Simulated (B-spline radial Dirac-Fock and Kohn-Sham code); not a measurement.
# Internal conversion in Au

Wanted: how often a nuclear transition in Au ejects an electron in place of a γ ray, by multipolarity.

The numbers are computed with B-spline radial Dirac-Fock and Kohn-Sham code (version 5): internal conversion coefficients: Dirac-Hartree-Slater potential of the neutral atom with a Latter tail, no hole, finite nucleus with surface currents.

**1. The system**

Neutral gold in the configuration [Xe] 4f14 5d10 6s1.

* nuclear charge: 79
* electrons: 79
* mass number: 197
* nuclear rms radius: 5.4371 fm

**2. 20.00 keV**

Input, one item of task.json (shells as n, l, occupation):

```json
{
  "Z": 79,
  "q": 0,
  "cfg": [[1, 0, 2], [2, 0, 2], [2, 1, 6], [3, 0, 2], [3, 1, 6], [3, 2, 10], [4, 0, 2], [4, 1, 6], [4, 2, 10], [4, 3, 14], [5, 0, 2], [5, 1, 6], [5, 2, 10], [6, 0, 1]],
  "A": 197,
  "rrms": 5.4371,
  "tag": "ground",
  "do": "conversion",
  "edges": {"K": 80725.0, "L1": 14353.0, "L2": 13734.0, "L3": 11919.0, "M1": 3425.0, "M2": 3148.0, "M3": 2743.0, "M4": 2291.0, "M5": 2206.0, "N1": 762.1, "N2": 642.7, "N3": 546.3, "N4": 353.2, "N5": 335.1, "N6": 87.6, "N7": 83.9, "O1": 107.2, "O2": 74.2, "O3": 57.2, "O4": 5.0, "O5": 5.0},
  "gamma": [20, 35.3, 43.2, 87.2, 130.0, 200, 406.0, 1000, 1430.0]
}
```

Started as:

```bash
$ python xray2_run.py task.json out
```

This run: transition_energy = 20.

**3. 43.20 keV**

This run: transition_energy = 43.2.

**4. 130.0 keV**

This run: transition_energy = 130.0.

**5. 406.0 keV**

This run: transition_energy = 406.0.

**6. 1430 keV**

This run: transition_energy = 1430.0.

(Steps that only read results are left out.)

Q: Predict the outcome of this session.

The runs gave:

| quantity | value |
| --- | --- |
| E1, M1, E2 at 130.0 keV | 0.214, 3.46, 1.84 |
| share of decays by electrons for M1 there | 77.6 % |

What this shows: At 130.0 keV conversion outweighs γ emission for M1, E2, M2, E3 and M3. The K shell opens within this range. L1/L3 is 107 for M1 and 0.136 for E2, so the L lines reveal the mixture. Pair formation and nuclear penetration beyond the surface-current model are left out.
